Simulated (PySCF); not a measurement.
# C₃H₇ClOSi: NMR shifts at several levels of theory, part 1 of 2

Aim: compute the NMR shifts of C₃H₇ClOSi (`C=CCO[SiH2]Cl`) at several levels, and see how far they spread and what each costs.

Computed with PySCF 2.14.0, with density-fitted response routines of our own, on a single molecule in the gas phase. Atoms are numbered from 0 throughout.

### 1 Starting geometry

13 atoms, charge 0, multiplicity 1; geometry from: PBE0-D3(BJ)/def2-SVP.

Bonds of the start (Å): C0–C1 1.33, C1–C2 1.50, C2–O3 1.41, O3–Si4 1.65, Si4–Cl5 2.07, C0–H6 1.10, C0–H7 1.09, C1–H8 1.10, C2–H9 1.11, C2–H10 1.10, Si4–H11 1.48, Si4–H12 1.49.

### 2 Shielding tensors: PBE0/6-31G*

The job: settings as JSON, then the geometry in Å.

```
{"job": {"kind": "nmr", "xc": "PBE0", "basis": "6-31G*", "pop": true}, "charge": 0, "multiplicity": 1}
C     -2.468587     0.136934    -0.439918
C     -1.156637    -0.070679    -0.541590
C     -0.258591    -0.335447     0.625045
O      0.812974     0.586741     0.680898
Si     2.329220     0.324209     0.091384
Cl     2.329417     0.238764    -1.980552
H     -2.971614     0.144939     0.532931
H     -3.091847     0.303469    -1.322186
H     -0.669800    -0.064790    -1.524064
H      0.129520    -1.372740     0.566837
H     -0.823853    -0.254861     1.567394
H      3.159297     1.473660     0.516375
H      2.851937    -0.989193     0.561762
```

Level: GIAO PBE0/6-31G* NMR shielding, non-relativistic, gas phase.

On the command line:

```bash
$ OMP_NUM_THREADS=1 python probes_run.py task.json out
```

This one command runs all jobs of the session in turn.

Standard output:

```text
coarse grid: 11936 points
cycle   1  E = -942.9196899671  dE =  5.598e-01  |g| = 6.615e-01  |ddm| = 3.233e+00
cycle   2  E = -942.8000313142  dE =  1.197e-01  |g| = 1.028e+00  |ddm| = 1.493e+00
cycle   3  E = -943.0106618245  dE = -2.106e-01  |g| = 1.189e-01  |ddm| = 9.755e-01
cycle   4  E = -943.0138183979  dE = -3.157e-03  |g| = 3.183e-02  |ddm| = 1.542e-01
cycle   5  E = -943.0140733567  dE = -2.550e-04  |g| = 1.169e-02  |ddm| = 4.231e-02
cycle   6  E = -943.0141062979  dE = -3.294e-05  |g| = 3.886e-03  |ddm| = 1.269e-02
cycle   7  E = -943.0141101496  dE = -3.852e-06  |g| = 3.763e-04  |ddm| = 3.525e-03
final grid: 106112 points
cycle   8  E = -942.9525516947  dE = -1.228e-05  |g| = 8.055e-03  |ddm| = 1.836e-02
cycle   9  E = -942.9525407021  dE =  1.099e-05  |g| = 1.117e-02  |ddm| = 1.558e-02
cycle  10  E = -942.9525661558  dE = -2.545e-05  |g| = 1.364e-03  |ddm| = 9.084e-03
cycle  11  E = -942.9525665764  dE = -4.206e-07  |g| = 9.112e-05  |ddm| = 1.282e-03
cycle  12  E = -942.9525665779  dE = -1.531e-09  |g| = 4.572e-05  |ddm| = 1.391e-04
cycle  13  E = -942.9525665783  dE = -4.272e-10  |g| = 2.166e-05  |ddm| = 5.373e-05
converged SCF energy = -942.9525665783

GIAO shielding tensors (ppm)
atom      isotropic    diamagn.    paramagn.     s11        s22        s33       span
  0 C       79.566     256.977    -177.411    -20.619     91.353    167.964    188.582
  1 C       62.377     254.470    -192.093    -45.464     71.436    161.158    206.622
  2 C      126.590     244.702    -118.112     99.496    120.217    160.057     60.561
  3 O      271.793     390.881    -119.088    207.897    275.274    332.207    124.310
  4 Si     408.231     879.699    -471.468    383.267    391.023    450.403     67.136
  5 Cl     914.641    1148.514    -233.873    749.480    970.000   1024.443    274.963
  6 H       26.709      30.789      -4.079     23.517     26.128     30.483      6.966
  7 H       26.734      29.137      -2.404     23.953     25.784     30.464      6.512
  8 H       25.550      31.009      -5.460     22.514     23.276     30.859      8.345
  9 H       27.576      30.518      -2.941     24.176     27.413     31.140      6.964
 10 H       27.760      30.540      -2.780     23.596     27.141     32.542      8.946
 11 H       26.554      27.719      -1.165     22.521     24.793     32.349      9.828
 12 H       26.381      28.374      -1.993     22.380     25.017     31.747      9.367
```

Wall time 18 s (1 thread of Arm Neoverse N1, shared host); peak memory 0.61 GiB.

Shifts follow as δ = σ(reference) − σ, with reference shieldings (ppm) from runs at the same level and on the same kind of geometry: ¹H TMS 31.96, ¹³C TMS 194.1, ²⁹Si TMS 418.1, ¹⁷O H2O 324.2, ³⁵Cl HCl 930. The references are single molecules in the gas phase, so shifts against H2O, NH3, PH3, H3PO4 or CFCl3 are not on the usual liquid scales and can be off by tens of ppm. Atoms listed in one row are averaged.

```
   atoms                                 environment  σ (ppm)  δ (ppm)
      C1                                   alkene CH     62.4    131.8
      C0                        terminal =CH2 carbon     79.6    114.6
      C2                 allylic sp3 CH2 bonded to O    126.6     67.5
      H8                    hydrogen on an alkene CH    25.55     6.41
H11, H12       hydrogen on a silicon bonded to Cl, O    26.47     5.50
      H6          hydrogen on a terminal =CH2 carbon    26.71     5.25
      H7          hydrogen on a terminal =CH2 carbon    26.73     5.23
 H9, H10  hydrogen on an allylic sp3 CH2 bonded to O    27.67     4.30
      O3                      oxygen bonded to C, Si    271.8     52.4
     Si4                silicon bonded to Cl, O, 2 H    408.2      9.9
     Cl5                       chlorine bonded to Si      915       15
```

Charges from the same density, by scheme (e):

```
atoms  Mulliken    IAO  Hirshfeld  ESP fit
   C0     -0.39  -0.29      -0.09    -0.48
   C1     -0.09  -0.14      -0.04    -0.03
   C2     -0.13  -0.05       0.03    -0.01
   O3     -0.56  -0.62      -0.23    -0.30
  Si4      0.69   0.98       0.39     0.37
  Cl5     -0.29  -0.34      -0.15    -0.21
```

Mayer bond orders: C0–C1 1.96, C1–C2 1.00, C2–O3 0.86, O3–Si4 1.05, Si4–Cl5 0.96.

### 3 Nuclear shieldings: PBE0/6-311+G(2d,p)

The job, as its differences from that of step 2:

```diff
@@ -1,2 +1,2 @@
-{"job": {"kind": "nmr", "xc": "PBE0", "basis": "6-31G*", "pop": true}, "charge": 0, "multiplicity": 1}
+{"job": {"kind": "nmr", "xc": "PBE0", "basis": "6-311+G(2d,p)", "pop": true}, "charge": 0, "multiplicity": 1}
 C     -2.468587     0.136934    -0.439918
```

With the program's defaults for keys left out, this is: GIAO PBE0/6-311+G(2d,p) NMR shielding, non-relativistic, gas phase.

Standard output:

```text
coarse grid: 11936 points
cycle   1  E = -942.9747987670  dE =  5.188e-01  |g| = 6.992e-01  |ddm| = 3.143e+00
cycle   2  E = -942.8278386033  dE =  1.470e-01  |g| = 1.125e+00  |ddm| = 1.630e+00
cycle   3  E = -943.0632218326  dE = -2.354e-01  |g| = 1.336e-01  |ddm| = 1.148e+00
cycle   4  E = -943.0664863519  dE = -3.265e-03  |g| = 4.921e-02  |ddm| = 1.833e-01
cycle   5  E = -943.0670441350  dE = -5.578e-04  |g| = 1.268e-02  |ddm| = 6.390e-02
cycle   6  E = -943.0670774758  dE = -3.334e-05  |g| = 5.844e-03  |ddm| = 1.532e-02
cycle   7  E = -943.0670857489  dE = -8.273e-06  |g| = 8.753e-04  |ddm| = 5.709e-03
final grid: 106112 points
cycle   8  E = -943.0801302594  dE = -3.804e-05  |g| = 9.512e-03  |ddm| = 6.506e-02
cycle   9  E = -943.0801109000  dE =  1.936e-05  |g| = 1.399e-02  |ddm| = 1.587e-02
cycle  10  E = -943.0801470688  dE = -3.617e-05  |g| = 1.588e-03  |ddm| = 1.034e-02
cycle  11  E = -943.0801475882  dE = -5.194e-07  |g| = 2.147e-04  |ddm| = 1.605e-03
cycle  12  E = -943.0801475986  dE = -1.041e-08  |g| = 7.246e-05  |ddm| = 3.449e-04
cycle  13  E = -943.0801475996  dE = -9.577e-10  |g| = 3.744e-05  |ddm| = 9.844e-05
cycle  14  E = -943.0801475999  dE = -3.481e-10  |g| = 5.858e-06  |ddm| = 3.261e-05
converged SCF energy = -943.0801475999

GIAO shielding tensors (ppm)
atom      isotropic    diamagn.    paramagn.     s11        s22        s33       span
  0 C       64.892     258.426    -193.534    -45.422     79.232    160.866    206.289
  1 C       41.145     252.482    -211.337    -80.094     50.686    152.843    232.938
  2 C      115.943     244.313    -128.371     88.405    108.792    150.632     62.227
  3 O      256.231     390.068    -133.838    193.872    259.884    314.936    121.064
  4 Si     356.967     876.220    -519.252    332.659    338.122    400.121     67.463
  5 Cl     877.445    1147.314    -269.868    705.337    926.306   1000.692    295.355
  6 H       26.090      32.270      -6.179     22.947     25.582     29.743      6.796
  7 H       26.153      30.339      -4.186     23.417     25.159     29.883      6.466
  8 H       24.895      30.754      -5.859     21.518     22.787     30.380      8.862
  9 H       26.972      31.052      -4.080     23.780     26.688     30.449      6.669
 10 H       27.342      32.187      -4.845     23.231     26.771     32.025      8.794
 11 H       25.975      27.395      -1.421     21.995     24.297     31.632      9.637
 12 H       25.745      27.714      -1.968     21.876     24.424     30.936      9.060
```

Wall time 49 s (1 thread of Arm Neoverse N1, shared host); peak memory 0.97 GiB.

In short: δ C1 145.3, C0 121.5, C2 70.5, O3 70.3, H8 6.61, H11 5.65 ppm (means over like atoms).

### 4 Shielding tensors: PBE0/def2-SVP

The job, as its differences from that of step 3:

```diff
@@ -1,2 +1,2 @@
-{"job": {"kind": "nmr", "xc": "PBE0", "basis": "6-311+G(2d,p)", "pop": true}, "charge": 0, "multiplicity": 1}
+{"job": {"kind": "nmr", "xc": "PBE0", "basis": "def2-SVP", "pop": true}, "charge": 0, "multiplicity": 1}
 C     -2.468587     0.136934    -0.439918
```

With the program's defaults for keys left out, this is: GIAO PBE0/def2-SVP NMR shielding, non-relativistic, gas phase.

Standard output:

```text
coarse grid: 11936 points
cycle   1  E = -942.4162247780  dE =  5.022e-01  |g| = 6.482e-01  |ddm| = 3.558e+00
cycle   2  E = -942.2998061390  dE =  1.164e-01  |g| = 1.011e+00  |ddm| = 1.492e+00
cycle   3  E = -942.5014093323  dE = -2.016e-01  |g| = 1.109e-01  |ddm| = 9.677e-01
cycle   4  E = -942.5039943432  dE = -2.585e-03  |g| = 3.381e-02  |ddm| = 1.517e-01
cycle   5  E = -942.5042809713  dE = -2.866e-04  |g| = 1.092e-02  |ddm| = 4.503e-02
cycle   6  E = -942.5043088238  dE = -2.785e-05  |g| = 4.210e-03  |ddm| = 1.301e-02
cycle   7  E = -942.5043133722  dE = -4.548e-06  |g| = 4.365e-04  |ddm| = 3.981e-03
final grid: 106112 points
cycle   8  E = -942.6190674315  dE = -1.423e-05  |g| = 8.464e-03  |ddm| = 2.571e-02
cycle   9  E = -942.6190530482  dE =  1.438e-05  |g| = 1.220e-02  |ddm| = 1.665e-02
cycle  10  E = -942.6190826762  dE = -2.963e-05  |g| = 1.275e-03  |ddm| = 9.992e-03
cycle  11  E = -942.6190830601  dE = -3.839e-07  |g| = 9.062e-05  |ddm| = 1.284e-03
cycle  12  E = -942.6190830616  dE = -1.501e-09  |g| = 4.732e-05  |ddm| = 1.595e-04
cycle  13  E = -942.6190830620  dE = -4.509e-10  |g| = 2.384e-05  |ddm| = 6.007e-05
converged SCF energy = -942.6190830620

GIAO shielding tensors (ppm)
atom      isotropic    diamagn.    paramagn.     s11        s22        s33       span
  0 C       75.990     252.162    -176.172    -28.570     86.742    169.797    198.367
  1 C       56.675     255.083    -198.408    -56.828     63.206    163.647    220.476
  2 C      126.407     245.154    -118.747     99.684    118.852    160.685     61.001
  3 O      276.271     393.267    -116.996    209.799    281.663    337.351    127.552
  4 Si     421.853     879.603    -457.750    400.581    408.823    456.157     55.577
  5 Cl     927.966    1148.319    -220.353    765.752    976.845   1041.302    275.550
  6 H       26.086      31.178      -5.092     22.687     25.629     29.942      7.256
  7 H       26.183      29.215      -3.032     23.262     25.310     29.976      6.714
  8 H       25.067      32.904      -7.837     21.837     22.646     30.718      8.880
  9 H       27.055      31.511      -4.457     23.809     26.650     30.705      6.896
 10 H       27.290      31.154      -3.863     23.050     26.562     32.259      9.209
 11 H       26.129      27.707      -1.579     22.018     24.334     32.034     10.017
 12 H       25.926      28.710      -2.784     21.798     24.577     31.403      9.605
```

It took 20 s on 1 thread of Arm Neoverse N1, shared host; peak memory 0.69 GiB.

In short: δ C1 137.0, C0 117.7, C2 67.3, O3 66.8, H8 6.28, H11 5.31 ppm (means over like atoms).

### 5 Shielding tensors: PBE0/def2-TZVP

The job, as its differences from that of step 4:

```diff
@@ -1,2 +1,2 @@
-{"job": {"kind": "nmr", "xc": "PBE0", "basis": "def2-SVP", "pop": true}, "charge": 0, "multiplicity": 1}
+{"job": {"kind": "nmr", "xc": "PBE0", "basis": "def2-TZVP", "pop": true}, "charge": 0, "multiplicity": 1}
 C     -2.468587     0.136934    -0.439918
```

With the program's defaults for keys left out, this is: GIAO PBE0/def2-TZVP NMR shielding, non-relativistic, gas phase.

Standard output:

```text
coarse grid: 11936 points
cycle   1  E = -943.0154220771  dE =  5.298e-01  |g| = 6.972e-01  |ddm| = 2.674e+00
cycle   2  E = -942.8726395468  dE =  1.428e-01  |g| = 1.120e+00  |ddm| = 1.124e+00
cycle   3  E = -943.1047067282  dE = -2.321e-01  |g| = 1.276e-01  |ddm| = 7.675e-01
cycle   4  E = -943.1077487727  dE = -3.042e-03  |g| = 4.668e-02  |ddm| = 1.197e-01
cycle   5  E = -943.1082278568  dE = -4.791e-04  |g| = 1.219e-02  |ddm| = 3.867e-02
cycle   6  E = -943.1082578799  dE = -3.002e-05  |g| = 5.896e-03  |ddm| = 1.125e-02
cycle   7  E = -943.1082661788  dE = -8.299e-06  |g| = 1.009e-03  |ddm| = 3.943e-03
final grid: 106112 points
cycle   8  E = -943.1024453391  dE = -4.118e-05  |g| = 9.423e-03  |ddm| = 4.760e-02
cycle   9  E = -943.1024283196  dE =  1.702e-05  |g| = 1.339e-02  |ddm| = 1.297e-02
cycle  10  E = -943.1024618698  dE = -3.355e-05  |g| = 1.632e-03  |ddm| = 7.573e-03
cycle  11  E = -943.1024623867  dE = -5.169e-07  |g| = 2.400e-04  |ddm| = 1.169e-03
cycle  12  E = -943.1024624003  dE = -1.362e-08  |g| = 5.684e-05  |ddm| = 2.361e-04
cycle  13  E = -943.1024624008  dE = -5.250e-10  |g| = 3.350e-05  |ddm| = 6.166e-05
cycle  14  E = -943.1024624011  dE = -2.651e-10  |g| = 7.327e-06  |ddm| = 2.444e-05
converged SCF energy = -943.1024624011

GIAO shielding tensors (ppm)
atom      isotropic    diamagn.    paramagn.     s11        s22        s33       span
  0 C       63.883     254.043    -190.161    -47.658     78.685    160.620    208.278
  1 C       39.935     255.488    -215.552    -82.126     49.480    152.452    234.578
  2 C      114.754     242.303    -127.549     86.496    108.113    149.651     63.155
  3 O      256.262     385.113    -128.851    190.752    262.872    315.162    124.410
  4 Si     347.506     878.188    -530.682    323.451    327.570    391.497     68.046
  5 Cl     877.047    1148.453    -271.407    699.842    930.139   1001.159    301.316
  6 H       26.063      30.770      -4.706     22.842     25.615     29.733      6.890
  7 H       26.128      29.513      -3.385     23.327     25.182     29.876      6.549
  8 H       24.903      32.545      -7.642     21.472     22.850     30.386      8.914
  9 H       27.000      31.049      -4.049     23.927     26.678     30.393      6.466
 10 H       27.305      30.679      -3.374     23.245     26.746     31.923      8.677
 11 H       25.916      27.644      -1.727     21.962     24.279     31.508      9.546
 12 H       25.729      28.523      -2.794     21.872     24.434     30.880      9.008
```

Wall time 57 s (1 thread of Arm Neoverse N1, shared host); peak memory 1 GiB.

In short: δ C1 146.7, C0 122.8, C2 71.9, O3 76.3, H8 6.58, H11 5.66 ppm (means over like atoms).

### 6 Nuclear shieldings: PBE0/cc-pVDZ

The job, as its differences from that of step 5:

```diff
@@ -1,2 +1,2 @@
-{"job": {"kind": "nmr", "xc": "PBE0", "basis": "def2-TZVP", "pop": true}, "charge": 0, "multiplicity": 1}
+{"job": {"kind": "nmr", "xc": "PBE0", "basis": "cc-pVDZ", "pop": true}, "charge": 0, "multiplicity": 1}
 C     -2.468587     0.136934    -0.439918
```

With the program's defaults for keys left out, this is: GIAO PBE0/cc-pVDZ NMR shielding, non-relativistic, gas phase.

Standard output:

```text
coarse grid: 11936 points
cycle   1  E = -942.8962842858  dE =  5.978e-01  |g| = 6.547e-01  |ddm| = 6.366e+00
cycle   2  E = -942.7715742045  dE =  1.247e-01  |g| = 1.036e+00  |ddm| = 2.429e+00
cycle   3  E = -942.9836625908  dE = -2.121e-01  |g| = 1.159e-01  |ddm| = 1.392e+00
cycle   4  E = -942.9865875881  dE = -2.925e-03  |g| = 3.426e-02  |ddm| = 2.497e-01
cycle   5  E = -942.9868860964  dE = -2.985e-04  |g| = 1.157e-02  |ddm| = 7.806e-02
cycle   6  E = -942.9869180629  dE = -3.197e-05  |g| = 4.158e-03  |ddm| = 2.102e-02
cycle   7  E = -942.9869224895  dE = -4.427e-06  |g| = 4.756e-04  |ddm| = 6.295e-03
final grid: 106112 points
cycle   8  E = -943.0045940994  dE = -1.295e-05  |g| = 8.149e-03  |ddm| = 4.955e-02
cycle   9  E = -943.0045827984  dE =  1.130e-05  |g| = 1.128e-02  |ddm| = 2.763e-02
cycle  10  E = -943.0046088531  dE = -2.605e-05  |g| = 1.414e-03  |ddm| = 1.521e-02
cycle  11  E = -943.0046093037  dE = -4.506e-07  |g| = 1.001e-04  |ddm| = 2.245e-03
cycle  12  E = -943.0046093058  dE = -2.179e-09  |g| = 4.026e-05  |ddm| = 2.977e-04
cycle  13  E = -943.0046093062  dE = -3.081e-10  |g| = 2.197e-05  |ddm| = 9.896e-05
converged SCF energy = -943.0046093062

GIAO shielding tensors (ppm)
atom      isotropic    diamagn.    paramagn.     s11        s22        s33       span
  0 C       78.734     253.858    -175.124    -25.713     91.128    170.787    196.501
  1 C       57.999     254.445    -196.446    -54.864     65.993    162.867    217.732
  2 C      127.184     246.128    -118.944    100.041    119.591    161.920     61.878
  3 O      273.796     387.989    -114.193    210.291    274.531    336.568    126.277
  4 Si     427.107     881.594    -454.487    405.391    412.743    463.186     57.795
  5 Cl     920.941    1149.375    -228.434    761.473    971.903   1029.448    267.975
  6 H       25.913      31.087      -5.174     22.514     25.497     29.727      7.213
  7 H       26.015      28.914      -2.900     23.083     25.099     29.862      6.779
  8 H       24.867      32.857      -7.991     21.512     22.551     30.537      9.025
  9 H       26.860      31.440      -4.581     23.572     26.437     30.570      6.999
 10 H       27.124      31.186      -4.062     22.875     26.454     32.041      9.166
 11 H       26.052      28.041      -1.989     21.888     24.151     32.117     10.229
 12 H       25.895      28.847      -2.951     21.744     24.440     31.502      9.758
```

Run time: 22 s. Hardware: 1 thread of Arm Neoverse N1, shared host; peak memory 0.71 GiB.

In short: δ C1 138.8, C0 118.0, C2 69.6, O3 69.5, H8 6.42, H6 5.38 ppm.

### 7 Nuclear shieldings: PBE0/cc-pVTZ

The job, as its differences from that of step 6:

```diff
@@ -1,2 +1,2 @@
-{"job": {"kind": "nmr", "xc": "PBE0", "basis": "cc-pVDZ", "pop": true}, "charge": 0, "multiplicity": 1}
+{"job": {"kind": "nmr", "xc": "PBE0", "basis": "cc-pVTZ", "pop": true}, "charge": 0, "multiplicity": 1}
 C     -2.468587     0.136934    -0.439918
```

Level: GIAO PBE0/cc-pVTZ NMR shielding, non-relativistic, gas phase.

Standard output:

```text
coarse grid: 11936 points
cycle   1  E = -943.0050188508  dE =  5.395e-01  |g| = 6.983e-01  |ddm| = 6.790e+00
cycle   2  E = -942.8638166448  dE =  1.412e-01  |g| = 1.120e+00  |ddm| = 2.117e+00
cycle   3  E = -943.0947630222  dE = -2.309e-01  |g| = 1.282e-01  |ddm| = 1.303e+00
cycle   4  E = -943.0978849398  dE = -3.122e-03  |g| = 4.345e-02  |ddm| = 2.226e-01
cycle   5  E = -943.0983142663  dE = -4.293e-04  |g| = 1.255e-02  |ddm| = 7.536e-02
cycle   6  E = -943.0983483039  dE = -3.404e-05  |g| = 5.407e-03  |ddm| = 2.273e-02
cycle   7  E = -943.0983553157  dE = -7.012e-06  |g| = 8.987e-04  |ddm| = 7.606e-03
final grid: 106112 points
cycle   8  E = -943.1033250509  dE = -5.105e-05  |g| = 9.638e-03  |ddm| = 1.027e-01
cycle   9  E = -943.1033067192  dE =  1.833e-05  |g| = 1.396e-02  |ddm| = 2.983e-02
cycle  10  E = -943.1033425602  dE = -3.584e-05  |g| = 1.592e-03  |ddm| = 1.664e-02
cycle  11  E = -943.1033430727  dE = -5.124e-07  |g| = 2.108e-04  |ddm| = 2.411e-03
cycle  12  E = -943.1033430827  dE = -1.009e-08  |g| = 6.260e-05  |ddm| = 4.028e-04
cycle  13  E = -943.1033430834  dE = -6.644e-10  |g| = 3.492e-05  |ddm| = 1.239e-04
cycle  14  E = -943.1033430837  dE = -2.944e-10  |g| = 6.727e-06  |ddm| = 5.228e-05
converged SCF energy = -943.1033430837

GIAO shielding tensors (ppm)
atom      isotropic    diamagn.    paramagn.     s11        s22        s33       span
  0 C       65.065     254.142    -189.077    -45.946     80.058    161.084    207.029
  1 C       42.071     252.626    -210.556    -78.940     51.818    153.333    232.272
  2 C      115.716     240.878    -125.162     88.148    108.649    150.352     62.204
  3 O      261.695     383.939    -122.244    196.714    265.966    322.406    125.691
  4 Si     369.143     883.871    -514.728    344.535    348.432    414.462     69.927
  5 Cl     897.800    1148.562    -250.762    729.614    947.740   1016.046    286.431
  6 H       25.876      30.445      -4.568     22.631     25.409     29.589      6.958
  7 H       25.934      29.860      -3.926     23.110     24.947     29.745      6.635
  8 H       24.730      32.307      -7.578     21.301     22.605     30.283      8.982
  9 H       26.815      31.402      -4.588     23.719     26.462     30.263      6.543
 10 H       27.106      30.742      -3.637     23.007     26.505     31.805      8.799
 11 H       25.927      27.635      -1.708     21.901     24.245     31.635      9.734
 12 H       25.718      28.733      -3.014     21.745     24.405     31.006      9.261
```

It took 74 s on 1 thread of Arm Neoverse N1, shared host; peak memory 1.1 GiB.

In short: δ C1 145.2, C0 122.2, C2 71.6, O3 73.1, H8 6.56, H11 5.47 ppm (means over like atoms).

(Continued in part 2 of 2.)
